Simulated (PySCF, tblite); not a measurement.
# C₃H₁₃PSi₂: a rotation path, then NMR shifts on frames

Aim: move C₃H₁₃PSi₂ (`CC(C)[SiH2]P[SiH3]`) away from its starting geometry and see how NMR shifts follow the geometry.

The runs use tblite 0.8.0 and PySCF 2.14.0, with density-fitted response routines of our own; the level of theory stands in each step. All values are computed, except where a source is named. Atoms are numbered from 0 throughout.

## (1) The molecule as given

19 atoms, charge 0, multiplicity 1; geometry from: GFN2-xTB.

Bonds of the start (Å): C0–C1 1.53, C1–C2 1.52, C1–Si3 1.91, Si3–P4 2.24, P4–Si5 2.23, C0–H6 1.09, C0–H7 1.09, C0–H8 1.09, C1–H9 1.10, C2–H10 1.09, C2–H11 1.09, C2–H12 1.09, Si3–H13 1.47, Si3–H14 1.47, P4–H15 1.38, Si5–H16 1.46, Si5–H17 1.46, Si5–H18 1.47.

## (2) The rotation path with GFN2-xTB

What the job is given:

```
{"job": {"kind": "neb", "xc": "GFN2-xTB", "basis": "xTB", "atoms": [2, 1, 3, 4], "turn": 120}, "charge": 0, "multiplicity": 1}
C     -0.753012    -1.203235    -0.837068
C     -1.350495     0.122186    -0.373130
C     -2.594498    -0.114313     0.475255
Si    -0.061390     1.169825     0.567581
P      1.741499     1.337753    -0.743673
Si     3.075284    -0.299192    -0.030135
H     -1.479559    -1.775603    -1.413145
H      0.118161    -1.025818    -1.467765
H     -0.443541    -1.806527     0.015036
H     -1.653932     0.679967    -1.266553
H     -2.348806    -0.694409     1.362143
H     -3.026552     0.830019     0.797527
H     -3.348780    -0.660683    -0.089934
H     -0.566489     2.528430     0.797439
H      0.221276     0.564842     1.880053
H      2.333232     2.320062     0.020852
H      4.446363     0.111568    -0.329861
H      2.725292    -1.505868    -0.778451
H      2.956142    -0.569753     1.406368
```

With the program's defaults for keys left out, this is: GFN2-xTB climbing-image nudged elastic band, gas phase.

Started as:

```
$ OMP_NUM_THREADS=1 python probes_run.py task.json out
```

One launch serves the whole session: the jobs run in the order shown.

The program printed:

```text
image   E - E0 / eV
  0       0.0000
  1       0.0099
  2       0.0316
  3       0.0572
  4       0.0699
  5       0.0609
  6       0.0362
  7       0.0160
  8      -0.0050
```

Wall time 8.8 s (1 thread of Intel Xeon Platinum 8375C at 2.90GHz, shared host); peak memory 0.19 GiB.

The final band, with the dihedral C2–C1–Si3–P4:

```csv
image,dihedral (°),energy (eV),energy (kcal/mol)
0,177,0.000,0.0
1,193,0.010,0.2
2,210,0.032,0.7
3,227,0.057,1.3
4,245,0.070,1.6
5,262,0.061,1.4
6,280,0.036,0.8
7,303,0.016,0.4
8,313,-0.005,-0.1
```

## (3) Shielding tensors: image 0, PBE0/pcSseg-1

What the job is given:

```
{"job": {"kind": "nmr", "xc": "PBE0", "basis": "pcSseg-1", "pop": false}, "charge": 0, "multiplicity": 1}
C     -0.753000    -1.203200    -0.837100
C     -1.350500     0.122200    -0.373100
C     -2.594500    -0.114300     0.475300
Si    -0.061400     1.169800     0.567600
P      1.741500     1.337800    -0.743700
Si     3.075300    -0.299200    -0.030100
H     -1.479600    -1.775600    -1.413100
H      0.118200    -1.025800    -1.467800
H     -0.443500    -1.806500     0.015000
H     -1.653900     0.680000    -1.266600
H     -2.348800    -0.694400     1.362100
H     -3.026600     0.830000     0.797500
H     -3.348800    -0.660700    -0.089900
H     -0.566500     2.528400     0.797400
H      0.221300     0.564800     1.880100
H      2.333200     2.320100     0.020900
H      4.446400     0.111600    -0.329900
H      2.725300    -1.505900    -0.778500
H      2.956100    -0.569800     1.406400
```

With the program's defaults for keys left out, this is: GIAO PBE0/pcSseg-1 NMR shielding, non-relativistic, gas phase.

The program printed:

```text
coarse grid: 16192 points
cycle   1  E = -1041.8351762925  dE =  1.533e-01  |g| = 3.783e-01  |ddm| = 3.707e+00
cycle   2  E = -1041.8227391936  dE =  1.244e-02  |g| = 4.389e-01  |ddm| = 7.835e-01
cycle   3  E = -1041.8740580914  dE = -5.132e-02  |g| = 4.076e-02  |ddm| = 4.443e-01
cycle   4  E = -1041.8743791564  dE = -3.211e-04  |g| = 1.960e-02  |ddm| = 5.864e-02
cycle   5  E = -1041.8744727916  dE = -9.364e-05  |g| = 3.372e-03  |ddm| = 2.176e-02
cycle   6  E = -1041.8744753834  dE = -2.592e-06  |g| = 5.554e-04  |ddm| = 3.986e-03
final grid: 139240 points
cycle   7  E = -1041.9091527357  dE = -3.124e-05  |g| = 7.524e-03  |ddm| = 2.851e-02
cycle   8  E = -1041.9091446805  dE =  8.055e-06  |g| = 9.273e-03  |ddm| = 1.540e-02
cycle   9  E = -1041.9091673550  dE = -2.267e-05  |g| = 5.748e-04  |ddm| = 8.963e-03
cycle  10  E = -1041.9091674255  dE = -7.049e-08  |g| = 1.792e-04  |ddm| = 6.494e-04
cycle  11  E = -1041.9091674329  dE = -7.460e-09  |g| = 3.333e-05  |ddm| = 1.643e-04
cycle  12  E = -1041.9091674332  dE = -2.767e-10  |g| = 5.760e-06  |ddm| = 5.407e-05
converged SCF energy = -1041.9091674332

GIAO shielding tensors (ppm)
atom      isotropic    diamagn.    paramagn.     s11        s22        s33       span
  0 C      165.127     250.780     -85.652    153.073    159.059    183.251     30.178
  1 C      168.533     251.548     -83.016    159.996    168.574    177.029     17.033
  2 C      165.422     246.345     -80.923    152.777    155.488    188.001     35.224
  3 Si     374.314     882.092    -507.778    325.441    364.803    432.697    107.257
  4 P      657.785     969.980    -312.195    599.805    620.672    752.876    153.071
  5 Si     423.298     880.099    -456.801    378.675    426.287    464.932     86.257
  6 H       30.398      31.231      -0.833     25.757     27.811     37.625     11.869
  7 H       30.491      33.333      -2.842     24.596     31.151     35.727     11.130
  8 H       31.114      33.042      -1.927     27.783     29.517     36.044      8.261
  9 H       30.587      32.842      -2.255     26.635     28.901     36.224      9.589
 10 H       30.904      30.288       0.617     26.942     29.309     36.462      9.520
 11 H       30.376      29.284       1.092     25.286     28.383     37.459     12.174
 12 H       30.369      28.981       1.388     25.721     27.601     37.785     12.063
 13 H       27.196      30.970      -3.774     23.026     25.940     32.622      9.596
 14 H       27.523      31.369      -3.846     23.750     26.933     31.886      8.136
 15 H       31.451      31.052       0.399     24.862     27.764     41.727     16.865
 16 H       27.434      28.632      -1.198     23.473     24.859     33.970     10.497
 17 H       27.690      29.645      -1.955     23.972     26.530     32.568      8.596
 18 H       27.514      29.386      -1.871     23.741     25.850     32.952      9.211
```

Run time: 45 s. Hardware: 1 thread of Intel Xeon Platinum 8375C at 2.90GHz, shared host; peak memory 0.86 GiB.

The references, computed at this level on geometries of the same kind, shield at (ppm): 1H TMS 31.72, 13C TMS 186.9, 29Si TMS 349.2, 31P H3PO4 318.4. Their shielding less the atom's gives the shift. The references are single molecules in the gas phase, so shifts against H2O, NH3, PH3, H3PO4 or CFCl3 are not on the usual liquid scales and can be off by tens of ppm. Each atom is listed at this fixed geometry, with no averaging over motion; a spectrum would average atoms that exchange fast.

```csv
atoms,environment,σ (ppm),δ (ppm)
C0,methyl carbon,165.1,21.8
C2,methyl carbon,165.4,21.5
C1,sp3 CH bonded to Si,168.5,18.4
H13,"hydrogen on a silicon bonded to C, P",27.20,4.52
H16,hydrogen on a silicon bonded to P,27.43,4.28
H18,hydrogen on a silicon bonded to P,27.51,4.20
H14,"hydrogen on a silicon bonded to C, P",27.52,4.19
H17,hydrogen on a silicon bonded to P,27.69,4.03
H12,hydrogen on a methyl carbon,30.37,1.35
H11,hydrogen on a methyl carbon,30.38,1.34
H6,hydrogen on a methyl carbon,30.40,1.32
H7,hydrogen on a methyl carbon,30.49,1.23
H9,hydrogen on an sp3 CH bonded to Si,30.59,1.13
H10,hydrogen on a methyl carbon,30.90,0.81
H8,hydrogen on a methyl carbon,31.11,0.60
H15,hydrogen on a phosphorus bonded to 2 Si,31.45,0.27
Si3,"silicon bonded to C, P, 2 H",374.3,-25.2
Si5,"silicon bonded to P, 3 H",423.3,-74.1
P4,"phosphorus bonded to 2 Si, H",657.8,-339.4
```

## (4) Nuclear shieldings: image 2, PBE0/pcSseg-1

What the job is given:

```
{"job": {"kind": "nmr", "xc": "PBE0", "basis": "pcSseg-1", "pop": false}, "charge": 0, "multiplicity": 1}
C     -0.900200    -1.490800    -0.439200
C     -1.253600    -0.007900    -0.347400
C     -2.679100     0.159500     0.166700
Si     0.000900     0.938700     0.742300
P      1.693100     1.562200    -0.579600
Si     3.204800    -0.053400    -0.326800
H     -1.598900    -2.012300    -1.093500
H      0.105700    -1.628300    -0.834100
H     -0.949500    -1.953600     0.545200
H     -1.209100     0.409500    -1.360700
H     -2.780500    -0.276800     1.158200
H     -2.947100     1.211100     0.229900
H     -3.388500    -0.334900    -0.496600
H     -0.588100     2.169900     1.280300
H      0.407100     0.101000     1.882600
H      2.254700     2.403300     0.357100
H      4.512800     0.543200    -0.596900
H      2.897700    -1.090600    -1.311900
H      3.208000    -0.640500     1.017100
```

Level: GIAO PBE0/pcSseg-1 NMR shielding, non-relativistic, gas phase.

The program printed:

```text
coarse grid: 16192 points
cycle   1  E = -1041.8336914840  dE =  1.441e-01  |g| = 3.795e-01  |ddm| = 3.706e+00
cycle   2  E = -1041.8213941425  dE =  1.230e-02  |g| = 4.399e-01  |ddm| = 7.863e-01
cycle   3  E = -1041.8729260998  dE = -5.153e-02  |g| = 4.010e-02  |ddm| = 4.426e-01
cycle   4  E = -1041.8732310084  dE = -3.049e-04  |g| = 1.975e-02  |ddm| = 5.731e-02
cycle   5  E = -1041.8733260633  dE = -9.505e-05  |g| = 3.380e-03  |ddm| = 2.187e-02
cycle   6  E = -1041.8733286475  dE = -2.584e-06  |g| = 5.676e-04  |ddm| = 3.973e-03
final grid: 139240 points
cycle   7  E = -1041.9079074696  dE = -2.997e-05  |g| = 7.671e-03  |ddm| = 2.716e-02
cycle   8  E = -1041.9078992637  dE =  8.206e-06  |g| = 9.446e-03  |ddm| = 1.545e-02
cycle   9  E = -1041.9079227016  dE = -2.344e-05  |g| = 5.790e-04  |ddm| = 8.839e-03
cycle  10  E = -1041.9079227713  dE = -6.979e-08  |g| = 1.892e-04  |ddm| = 6.647e-04
cycle  11  E = -1041.9079227797  dE = -8.328e-09  |g| = 3.285e-05  |ddm| = 1.622e-04
cycle  12  E = -1041.9079227799  dE = -2.547e-10  |g| = 5.927e-06  |ddm| = 5.130e-05
converged SCF energy = -1041.9079227799

GIAO shielding tensors (ppm)
atom      isotropic    diamagn.    paramagn.     s11        s22        s33       span
  0 C      164.267     249.594     -85.327    152.288    156.268    184.246     31.957
  1 C      166.721     251.853     -85.132    155.624    167.436    177.103     21.479
  2 C      163.397     246.075     -82.678    144.951    159.196    186.044     41.093
  3 Si     372.865     882.293    -509.428    338.014    351.867    428.714     90.700
  4 P      656.343     969.888    -313.545    598.610    621.674    748.745    150.135
  5 Si     424.409     880.034    -455.624    380.340    428.879    464.009     83.669
  6 H       30.437      30.986      -0.550     26.083     27.588     37.640     11.557
  7 H       30.443      33.003      -2.560     24.498     30.563     36.268     11.771
  8 H       30.880      32.199      -1.319     27.635     28.789     36.216      8.581
  9 H       30.561      33.803      -3.243     26.554     29.723     35.404      8.851
 10 H       30.805      29.955       0.850     27.026     28.907     36.483      9.457
 11 H       30.314      29.605       0.708     25.192     28.618     37.131     11.939
 12 H       30.409      29.039       1.371     25.851     27.666     37.711     11.860
 13 H       27.340      31.341      -4.002     23.159     26.549     32.311      9.151
 14 H       27.492      31.630      -4.138     24.198     26.685     31.592      7.394
 15 H       31.424      31.121       0.304     24.829     27.873     41.571     16.742
 16 H       27.429      28.567      -1.138     23.490     24.909     33.887     10.397
 17 H       27.633      29.678      -2.045     24.096     25.981     32.823      8.728
 18 H       27.467      29.347      -1.880     23.694     25.914     32.792      9.098
```

Wall time 37 s (1 thread of Intel Xeon Platinum 8375C at 2.90GHz, shared host); peak memory 0.86 GiB.

Key values: δ C2 23.5, C0 22.7, C1 20.2, Si3 -23.7, H13 4.38, H16 4.29 ppm.

[end of part 1 of 2]
